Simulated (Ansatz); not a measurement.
# SrTiO3: the cell at several levels of theory

One table from this session's results is given with a row withheld; the runs are named, their logs left out.

Code: Ansatz 0.2.0. PAW datasets, plane waves, zero pressure. Spin-unpolarised throughout; all numbers are computed.

### The cell

Space group Pm-3m (No. 221), cubic; a = 3.913 Å in the conventional setting, 11.98 Å³ an atom. Around Sr lie 12 O at 2.77 Å; around Ti lie 6 O at 1.96 Å; around O lie 2 Ti at 1.96 Å and 4 Sr at 2.77 Å.

Coordinates:

```xyz
5
Lattice="3.9127 0.0000 0.0000 0.0000 3.9127 0.0000 0.0000 0.0000 3.9127" Properties=species:S:1:pos:R:3 pbc="T T T"
Sr    0.0000    0.0000    0.0000
Ti    1.9564    1.9564    1.9564
O     1.9564    0.0000    1.9564
O     1.9564    1.9564    0.0000
O     0.0000    1.9564    1.9564
```

Set-up of the first run:

The input, input.yaml:

```yaml
crystal:
  lattice:
    - [3.91270131, 0.0, 0.0]
    - [0.0, 3.91270131, 0.0]
    - [0.0, 0.0, 3.91270131]
  atoms:
    - { symbol: Sr, position: [0.0, 0.0, 0.0] }
    - { symbol: Ti, position: [0.5, 0.5, 0.5] }
    - { symbol: O, position: [0.5, 0.0, 0.5] }
    - { symbol: O, position: [0.5, 0.5, 0.0] }
    - { symbol: O, position: [0.0, 0.5, 0.5] }
kpoints:
  mp_grid: { grid: [6, 6, 6] }
hamiltonian:
  xc: pbe
scf:
  occupations: { method: fermi_dirac, width: 0.02 }
relax:
  f_tol: 0.005
  cell: {}
output:
  write_density: true
  write_potential: true
  elf: true
  volumetric_format: npy
```

The run is started by

```
$ ansatz run input.yaml --threads 4 --pin off --max-ram 5529MiB --backend cpu --events-out ev --progress --plain --runs-dir out
```

Among the steps run: Relaxing with PBE; Relaxation with r2SCAN; Relaxing with PBEsol; Relaxation with LDA.

One table of the session follows, with a row left open; its other results are not shown here.

```
 level  a (Å)  volume (Å³/atom)
   PBE  3.936            12.199
r2SCAN  3.907            11.926
PBEsol      ?                 ?
   LDA  3.854            11.451
```

Q: Estimate the row for PBEsol from the others.

As computed: a (Å): 3.891; volume (Å³/atom): 11.783. In the column «a (Å)» it lies between LDA (3.854) and r2SCAN (3.907).

What this shows: The first relaxation changed the volume by +1.8 % from the start. The volume runs from LDA (least) to PBE (most), a spread of 6.5 %, or 2.1 % in length if all axes shared it alike.
